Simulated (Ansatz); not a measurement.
# CH4GeN (doublet): the correlation ladder at distance Ge1–H5 along a hydrogen transfer = 2.023 Å, cc-pVDZ

How much of the correlation energy of CH4GeN (doublet) does each wave-function method recover here?

Method: cc-pVDZ, core rule «outside noble gas», up to 16 orbitals frozen; program: Ansatz 0.2.0, Gaussian basis.

To be run: UHF; CCSD(T) on ROHF; CCSD(T) on UHF; BCCD(T) on ROHF; CISD; CCSDT(Q) on ROHF; CCSDT(Q) on UHF; CASSCF and MRCISD+Q, 3 electrons in 3 orbitals; CASSCF and NEVPT2, 3 electrons in 3 orbitals; CASSCF and MRCISD+Q, 9 electrons in 9 orbitals; CASSCF and NEVPT2, 9 electrons in 9 orbitals.

## Step 1: What is computed

The geometry derives from fragments relaxed apart (PBE0/def2-TZVP) and kept rigid, so it is no stationary point. A hydrogen atom is moved between rigid fragments. No spin-orbit coupling is included. The filled d shell of Ge may be among the frozen orbitals whatever the setting's name suggests; the logs give the count.

7 atoms, charge 0, spin multiplicity 2.

Atoms are counted from 1 here; the program's logs count them from 0.

Bond lengths: Ge1–H2 1.534 Å, Ge1–H3 1.534 Å, Ge1–H4 1.534 Å, H5–C7 1.286 Å, N6–C7 1.160 Å. Angles: H2–Ge1–H3 109.5°, H2–Ge1–H4 109.5°, H3–Ge1–H4 109.5°, H5–C7–N6 180.0°.

## Step 2: UHF

Contents of in.yaml:

```yaml
crystal:
  periodic: [false, false, false]
  atoms:
    - {symbol: Ge, position_ang: [-1.001401, 0.000000, 0.000000]}
    - {symbol: H, position_ang: [-1.512851, 1.446599, 0.000000]}
    - {symbol: H, position_ang: [-1.512851, -0.723300, 1.252792]}
    - {symbol: H, position_ang: [-1.512851, -0.723299, -1.252792]}
    - {symbol: H, position_ang: [1.021599, 0.000000, 0.000000]}
    - {symbol: N, position_ang: [3.467683, 0.000000, 0.000000]}
    - {symbol: C, position_ang: [2.307599, 0.000000, 0.000000]}
basis:
  gaussian: {orbitals: cc-pVDZ}
magnetization: {spin_polarized: true, initial_magnetization: 1}
hamiltonian: {xc: hf}
output: {orbitals: {seedname: orbitals}}
```

On the command line:

```
$ ansatz run in.yaml --threads 1 --pin off --events-out ev --progress --plain --max-ram 3968MiB --backend cpu
```

Further steps of the session: CCSD(T) on ROHF; CCSD(T) on UHF; BCCD(T) on ROHF; CISD; CCSDT(Q) on ROHF; CCSDT(Q) on UHF; CASSCF and MRCISD+Q, 3 electrons in 3 orbitals; CASSCF and NEVPT2, 3 electrons in 3 orbitals; CASSCF and MRCISD+Q, 9 electrons in 9 orbitals; CASSCF and NEVPT2, 9 electrons in 9 orbitals.

Q: Predict the results of all the runs planned. Wanted: UCCSDT(Q) below the RHF energy; RMP2 from UCCSDT(Q); UMP2 from UCCSDT(Q); RCCSD from UCCSDT(Q); RCCSD(T) from UCCSDT(Q); UCCSD(T) from UCCSDT(Q); RCCSDT(Q) from UCCSDT(Q); NEVPT2 pair from UCCSDT(Q); MRCISD+Q pair from UCCSDT(Q).

As calculated:

```
                         quantity            value
   UCCSDT(Q) below the RHF energy      -12.0079 eV
              RMP2 from UCCSDT(Q)  +32.81 kcal/mol
              UMP2 from UCCSDT(Q)  +37.75 kcal/mol
             RCCSD from UCCSDT(Q)  +11.46 kcal/mol
          RCCSD(T) from UCCSDT(Q)   +1.61 kcal/mol
          UCCSD(T) from UCCSDT(Q)   +1.76 kcal/mol
         RCCSDT(Q) from UCCSDT(Q)   +0.09 kcal/mol
       NEVPT2 pair from UCCSDT(Q)  +33.77 kcal/mol
     MRCISD+Q pair from UCCSDT(Q)   +8.17 kcal/mol
   NEVPT2 frontier from UCCSDT(Q)  +39.05 kcal/mol
levels within 1 kcal/mol (43 meV)        RCCSDT(Q)
                    T1 diagnostic            0.018
```

**Reading.** RCCSD(T) misses by +1.61 kcal/mol, 0.6 % of the correlation energy. Of the multireference levels listed MRCISD+Q frontier comes nearest in total energy (+2.53 kcal/mol), which doesn't show that its space is the better one. These misses are within one basis, not against nature; the frozen cores of restricted and unrestricted runs differ, which can shift their rows.
